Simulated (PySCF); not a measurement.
# AuCl4−: NMR shieldings

What do calculations give for the NMR shieldings of AuCl4− (`[Cl][Au-]([Cl])([Cl])[Cl]`)?

Programs: PySCF 2.14.0, with routines of our own; each step states its level. All values are computed. Atoms count from 0.

3 further runs of the same task are left out: 3 for a basis unfit for spin-orbit shieldings.

### 1 The starting structure

5 atoms, charge -1, multiplicity 1; geometry from: GFN2-xTB.

### 2 NMR shieldings: PBE/pcSseg-1 Au:x2c-TZVPall-2c, spin-free

The job: settings as JSON, then the geometry in Å.

```
{"job": {"xc": "PBE", "basis": {"default": "pcSseg-1", "Au": "x2c-TZVPall-2c"}, "rel": "sf", "kind": "hnmr"}, "charge": -1, "multiplicity": 1}
Au     0.000190    -0.000200     0.018550
Cl     2.269640    -0.025560    -0.000610
Cl     0.024020     2.268030     0.004640
Cl    -2.267960     0.026890    -0.008280
Cl    -0.025900    -2.269150    -0.014300
```

With the program's defaults for keys left out, this is: PBE/pcSseg-1 Au:x2c-TZVPall-2c GIAO NMR shielding, spin-free X2C, Gaussian nuclei, gas phase.

Started as:

```
$ OMP_NUM_THREADS=1 python heavy_run.py task.json out
```

One launch serves the whole session: the jobs run in the order shown.

Standard output:

```text
spin-free SCF
coarse grid: 34200 points
cycle   1  E = -20859.3375935571  dE =  6.381e-01  |g| = 1.735e+00  |ddm| = 2.578e+00
cycle   2  E = -20856.9447664259  dE =  2.393e+00  |g| = 4.311e+00  |ddm| = 5.740e+00
cycle   3  E = -20859.8134536992  dE = -2.869e+00  |g| = 5.007e-01  |ddm| = 4.704e+00
cycle   4  E = -20859.8528106396  dE = -3.936e-02  |g| = 1.017e-01  |ddm| = 3.598e-01
cycle   5  E = -20859.8552504146  dE = -2.440e-03  |g| = 3.505e-02  |ddm| = 1.679e-01
cycle   6  E = -20859.8555543134  dE = -3.039e-04  |g| = 6.273e-03  |ddm| = 4.448e-02
cycle   7  E = -20859.8555572479  dE = -2.934e-06  |g| = 3.612e-03  |ddm| = 6.700e-03
cycle   8  E = -20859.8555600332  dE = -2.785e-06  |g| = 1.480e-03  |ddm| = 5.034e-03
final grid: 62576 points
cycle   9  E = -20859.8473479958  dE =  3.027e-06  |g| = 3.709e-03  |ddm| = 5.998e-03
cycle  10  E = -20859.8473275277  dE =  2.047e-05  |g| = 9.685e-03  |ddm| = 1.483e-02
cycle  11  E = -20859.8473516815  dE = -2.415e-05  |g| = 6.583e-04  |ddm| = 1.040e-02
cycle  12  E = -20859.8473517404  dE = -5.893e-08  |g| = 1.522e-04  |ddm| = 6.147e-04
cycle  13  E = -20859.8473517456  dE = -5.166e-09  |g| = 2.179e-05  |ddm| = 1.778e-04
converged SCF energy = -20859.8473517456
check of the scalar solution
cycle   1  E = -20859.8473517456  dE = -2.086e+04  |FDS-SDF| = 2.179e-05
cycle   2  E = -20859.8473517450  dE =  5.857e-10  |FDS-SDF| = 6.760e-05
converged, E = -20859.8473517450

Field gradients (au) and densities at the nuclei (bohr^-3)
atom        Vxx        Vyy        Vzz        centre      nuclear mean
  0 Au     0.3096     0.3146    -0.6242    2084970.772    1943961.099
  1 Cl    -1.3613    -1.8332     3.1945       2816.946       2816.894
  2 Cl    -1.3615    -1.8350     3.1965       2816.946       2816.894
  3 Cl    -1.3619    -1.8355     3.1974       2816.946       2816.894
  4 Cl    -1.3611    -1.8334     3.1945       2816.946       2816.894
without picture change
  0 Au                           1.7146                   5570184.474

Core orbital energies (eV)
atom   shell        mean    spread
  0 Au 1s       -80466.048   0.000
  0 Au 2s       -14194.288   0.000
  0 Au 3s        -3349.782   0.000
  0 Au 4s         -725.749   0.000
  0 Au 5s         -107.007   0.000
  0 Au 2p       -12327.341   0.062
  0 Au 3p        -2805.291   0.097
  0 Au 4p         -546.143   0.280
  0 Au 5p          -59.167   0.912
  0 Au 3d        -2197.730   0.096
  0 Au 4d         -323.609   0.360
  0 Au 4f          -79.653   0.353
  1 Cl 1s        -2744.237   0.000
  1 Cl 2s         -246.790   0.000
  1 Cl 3s          -15.854   0.000
  1 Cl 2p         -185.863   0.288
  2 Cl 1s        -2744.239   0.000
  2 Cl 2s         -246.793   0.000
  2 Cl 3s          -15.861   0.000
  2 Cl 2p         -185.866   0.288
  3 Cl 1s        -2744.240   0.000
  3 Cl 2s         -246.794   0.000
  3 Cl 3s          -15.861   0.000
  3 Cl 2p         -185.866   0.288
  4 Cl 1s        -2744.237   0.000
  4 Cl 2s         -246.791   0.000
  4 Cl 3s          -15.855   0.000
  4 Cl 2p         -185.863   0.288

Shielding tensors (ppm)
atom      isotropic    diamagn.    paramagn.     s11        s22        s33       span
  0 Au     5141.91     9776.58    -4634.68    2877.84    6272.55    6275.33    3397.50
  1 Cl      721.65     1140.40     -418.74     333.05     759.28    1072.62     739.57
  2 Cl      722.19     1140.39     -418.21     333.24     761.01    1072.31     739.07
  3 Cl      721.88     1140.39     -418.51     332.92     760.42    1072.30     739.38
  4 Cl      721.94     1140.40     -418.46     333.21     760.07    1072.54     739.34
```

It took 29 s on 1 thread of AMD EPYC 7R43, shared host; peak memory 0.97 GiB.

### 3 NMR shieldings: PBE/pcSseg-1 Au:x2c-TZVPall-2c in water, spin-free

The job: settings as JSON, then the geometry in Å.

```
{"job": {"xc": "PBE", "basis": {"default": "pcSseg-1", "Au": "x2c-TZVPall-2c"}, "rel": "sf", "solvent": "water", "kind": "hnmr"}, "charge": -1, "multiplicity": 1}
Au     0.000190    -0.000200     0.018550
Cl     2.269640    -0.025560    -0.000610
Cl     0.024020     2.268030     0.004640
Cl    -2.267960     0.026890    -0.008280
Cl    -0.025900    -2.269150    -0.014300
```

Method: PBE/pcSseg-1 Au:x2c-TZVPall-2c GIAO NMR shielding, spin-free X2C, Gaussian nuclei, IEF-PCM water.

Standard output:

```text
spin-free SCF
coarse grid: 34200 points
cycle   1  E = -20859.4101749269  dE =  5.662e-01  |g| = 1.734e+00  |ddm| = 2.570e+00
cycle   2  E = -20857.3494992984  dE =  2.061e+00  |g| = 4.140e+00  |ddm| = 5.576e+00
cycle   3  E = -20859.8850061143  dE = -2.536e+00  |g| = 5.016e-01  |ddm| = 4.417e+00
cycle   4  E = -20859.9311172470  dE = -4.611e-02  |g| = 5.217e-02  |ddm| = 4.557e-01
cycle   5  E = -20859.9315289414  dE = -4.117e-04  |g| = 1.633e-02  |ddm| = 5.922e-02
cycle   6  E = -20859.9315858692  dE = -5.693e-05  |g| = 6.352e-03  |ddm| = 2.274e-02
cycle   7  E = -20859.9315926335  dE = -6.764e-06  |g| = 1.421e-03  |ddm| = 4.776e-03
final grid: 62576 points
cycle   8  E = -20859.9233813324  dE =  2.140e-06  |g| = 3.835e-03  |ddm| = 5.020e-03
cycle   9  E = -20859.9233657536  dE =  1.558e-05  |g| = 1.067e-02  |ddm| = 1.181e-02
cycle  10  E = -20859.9233839744  dE = -1.822e-05  |g| = 6.615e-04  |ddm| = 7.972e-03
cycle  11  E = -20859.9233840725  dE = -9.812e-08  |g| = 1.498e-04  |ddm| = 8.135e-04
cycle  12  E = -20859.9233840784  dE = -5.846e-09  |g| = 1.186e-05  |ddm| = 1.790e-04
converged SCF energy = -20859.9233840784
check of the scalar solution
cycle   1  E = -20859.9233840783  dE = -2.086e+04  |FDS-SDF| = 1.186e-05
cycle   2  E = -20859.9233840782  dE =  1.382e-10  |FDS-SDF| = 3.079e-05
converged, E = -20859.9233840782

Field gradients (au) and densities at the nuclei (bohr^-3)
atom        Vxx        Vyy        Vzz        centre      nuclear mean
  0 Au     0.3454     0.3504    -0.6959    2084970.541    1943960.884
  1 Cl    -1.3724    -1.7738     3.1461       2816.956       2816.904
  2 Cl    -1.3728    -1.7759     3.1487       2816.956       2816.904
  3 Cl    -1.3732    -1.7764     3.1497       2816.956       2816.905
  4 Cl    -1.3722    -1.7740     3.1462       2816.956       2816.904
without picture change
  0 Au                           1.6456                   5570183.850

Core orbital energies (eV)
atom   shell        mean    spread
  0 Au 1s       -80470.057   0.000
  0 Au 2s       -14198.296   0.000
  0 Au 3s        -3353.790   0.000
  0 Au 4s         -729.758   0.000
  0 Au 5s         -111.018   0.000
  0 Au 2p       -12331.349   0.063
  0 Au 3p        -2809.299   0.100
  0 Au 4p         -550.152   0.287
  0 Au 5p          -63.179   0.931
  0 Au 3d        -2201.739   0.098
  0 Au 4d         -327.618   0.367
  0 Au 4f          -83.662   0.361
  1 Cl 1s        -2748.315   0.000
  1 Cl 2s         -250.868   0.000
  1 Cl 3s          -19.938   0.000
  1 Cl 2p         -189.941   0.281
  2 Cl 1s        -2748.316   0.000
  2 Cl 2s         -250.870   0.000
  2 Cl 3s          -19.944   0.000
  2 Cl 2p         -189.943   0.281
  3 Cl 1s        -2748.317   0.000
  3 Cl 2s         -250.871   0.000
  3 Cl 3s          -19.944   0.000
  3 Cl 2p         -189.943   0.281
  4 Cl 1s        -2748.315   0.000
  4 Cl 2s         -250.869   0.000
  4 Cl 3s          -19.939   0.000
  4 Cl 2p         -189.941   0.281

Shielding tensors (ppm)
atom      isotropic    diamagn.    paramagn.     s11        s22        s33       span
  0 Au     5133.00     9776.79    -4643.80    2853.04    6271.58    6274.37    3421.33
  1 Cl      735.40     1140.28     -404.88     356.78     775.30    1074.12     717.34
  2 Cl      735.72     1140.28     -404.56     356.64     776.72    1073.81     717.17
  3 Cl      735.40     1140.28     -404.88     356.28     776.12    1073.80     717.51
  4 Cl      735.65     1140.28     -404.63     356.89     776.02    1074.05     717.16
```

Wall time 29 s (1 thread of AMD EPYC 7R43, shared host); peak memory 0.93 GiB.

### 4 NMR shieldings: PBE/pcSseg-1 Au:x2c-TZVPall-2c in dichloromethane, spin-free

The job: settings as JSON, then the geometry in Å.

```
{"job": {"xc": "PBE", "basis": {"default": "pcSseg-1", "Au": "x2c-TZVPall-2c"}, "rel": "sf", "solvent": "dichloromethane", "kind": "hnmr"}, "charge": -1, "multiplicity": 1}
Au     0.000190    -0.000200     0.018550
Cl     2.269640    -0.025560    -0.000610
Cl     0.024020     2.268030     0.004640
Cl    -2.267960     0.026890    -0.008280
Cl    -0.025900    -2.269150    -0.014300
```

Method: PBE/pcSseg-1 Au:x2c-TZVPall-2c GIAO NMR shielding, spin-free X2C, Gaussian nuclei, IEF-PCM dichloromethane.

Standard output:

```text
spin-free SCF
coarse grid: 34200 points
cycle   1  E = -20859.4022990544  dE =  5.740e-01  |g| = 1.734e+00  |ddm| = 2.571e+00
cycle   2  E = -20857.2890335711  dE =  2.113e+00  |g| = 4.167e+00  |ddm| = 5.608e+00
cycle   3  E = -20859.8777512748  dE = -2.589e+00  |g| = 5.008e-01  |ddm| = 4.465e+00
cycle   4  E = -20859.9230235789  dE = -4.527e-02  |g| = 5.190e-02  |ddm| = 4.367e-01
cycle   5  E = -20859.9234291053  dE = -4.055e-04  |g| = 1.979e-02  |ddm| = 6.711e-02
cycle   6  E = -20859.9235206203  dE = -9.152e-05  |g| = 6.347e-03  |ddm| = 2.733e-02
cycle   7  E = -20859.9235271519  dE = -6.532e-06  |g| = 1.586e-03  |ddm| = 4.646e-03
final grid: 62576 points
cycle   8  E = -20859.9153154122  dE =  2.617e-06  |g| = 4.170e-03  |ddm| = 5.594e-03
cycle   9  E = -20859.9152961779  dE =  1.923e-05  |g| = 1.171e-02  |ddm| = 1.319e-02
cycle  10  E = -20859.9153186249  dE = -2.245e-05  |g| = 7.628e-04  |ddm| = 8.880e-03
cycle  11  E = -20859.9153187509  dE = -1.260e-07  |g| = 1.805e-04  |ddm| = 9.399e-04
cycle  12  E = -20859.9153187595  dE = -8.640e-09  |g| = 1.383e-05  |ddm| = 2.160e-04
converged SCF energy = -20859.9153187595
check of the scalar solution
cycle   1  E = -20859.9153187595  dE = -2.086e+04  |FDS-SDF| = 1.383e-05
cycle   2  E = -20859.9153187594  dE =  1.346e-10  |FDS-SDF| = 3.635e-05
converged, E = -20859.9153187594

Field gradients (au) and densities at the nuclei (bohr^-3)
atom        Vxx        Vyy        Vzz        centre      nuclear mean
  0 Au     0.3366     0.3416    -0.6782    2084970.630    1943960.966
  1 Cl    -1.3708    -1.7849     3.1557       2816.954       2816.902
  2 Cl    -1.3711    -1.7871     3.1582       2816.954       2816.903
  3 Cl    -1.3715    -1.7876     3.1591       2816.954       2816.903
  4 Cl    -1.3706    -1.7851     3.1557       2816.954       2816.902
without picture change
  0 Au                           1.6640                   5570184.089

Core orbital energies (eV)
atom   shell        mean    spread
  0 Au 1s       -80469.650   0.000
  0 Au 2s       -14197.890   0.000
  0 Au 3s        -3353.384   0.000
  0 Au 4s         -729.352   0.000
  0 Au 5s         -110.611   0.000
  0 Au 2p       -12330.943   0.063
  0 Au 3p        -2808.893   0.099
  0 Au 4p         -549.746   0.286
  0 Au 5p          -62.772   0.927
  0 Au 3d        -2201.332   0.098
  0 Au 4d         -327.212   0.366
  0 Au 4f          -83.256   0.359
  1 Cl 1s        -2747.894   0.000
  1 Cl 2s         -250.448   0.000
  1 Cl 3s          -19.517   0.000
  1 Cl 2p         -189.521   0.282
  2 Cl 1s        -2747.896   0.000
  2 Cl 2s         -250.450   0.000
  2 Cl 3s          -19.523   0.000
  2 Cl 2p         -189.523   0.282
  3 Cl 1s        -2747.896   0.000
  3 Cl 2s         -250.451   0.000
  3 Cl 3s          -19.523   0.000
  3 Cl 2p         -189.523   0.282
  4 Cl 1s        -2747.895   0.000
  4 Cl 2s         -250.448   0.000
  4 Cl 3s          -19.519   0.000
  4 Cl 2p         -189.521   0.282

Shielding tensors (ppm)
atom      isotropic    diamagn.    paramagn.     s11        s22        s33       span
  0 Au     5136.85     9776.76    -4639.91    2860.43    6273.67    6276.45    3416.02
  1 Cl      732.92     1140.29     -407.37     352.55     772.40    1073.82     721.27
  2 Cl      733.27     1140.29     -407.03     352.43     773.86    1073.51     721.07
  3 Cl      732.95     1140.29     -407.34     352.10     773.27    1073.49     721.40
  4 Cl      733.19     1140.29     -407.11     352.68     773.15    1073.74     721.06
```

Wall time 28 s (1 thread of AMD EPYC 7R43, shared host); peak memory 0.94 GiB.

### 5 Shieldings side by side

```csv
run,Cl1,Cl4,Cl2,Cl3,Au0,time
"step 2, PBE/pcSseg-1 Au:x2c-TZVPall-2c, spin-free",721.7,721.9,722.2,721.9,5141.9,29 s
"step 3, PBE/pcSseg-1 Au:x2c-TZVPall-2c in water, spin-free",735.4,735.7,735.7,735.4,5133.0,29 s
"step 4, PBE/pcSseg-1 Au:x2c-TZVPall-2c in dichloromethane, spin-free",732.9,733.2,733.3,733.0,5136.9,28 s
```

### 6 Outcome

```
                                                                         quantity                                                       value
                   shieldings (step 2, PBE/pcSseg-1 Au:x2c-TZVPall-2c, spin-free)  Au0 5141.9, Cl1 721.7, Cl2 722.2, Cl3 721.9, Cl4 721.9 ppm
          shieldings (step 3, PBE/pcSseg-1 Au:x2c-TZVPall-2c in water, spin-free)  Au0 5133.0, Cl1 735.4, Cl2 735.7, Cl3 735.4, Cl4 735.7 ppm
shieldings (step 4, PBE/pcSseg-1 Au:x2c-TZVPall-2c in dichloromethane, spin-free)  Au0 5136.9, Cl1 732.9, Cl2 733.3, Cl3 733.0, Cl4 733.2 ppm
```

**Reading.** In step 2, Au0 has the widest tensor, 3397 ppm. A continuum can't give the shift that close solvent molecules cause at an ion. Cl1 (with its equivalent atoms) moves most between the runs, by 14 ppm; the labels say what changes from run to run. No run holds spin-orbit coupling, which is large for shieldings at and beside heavy atoms. The geometry comes from tight binding, which is rough for metal atoms, and these values hang on it.
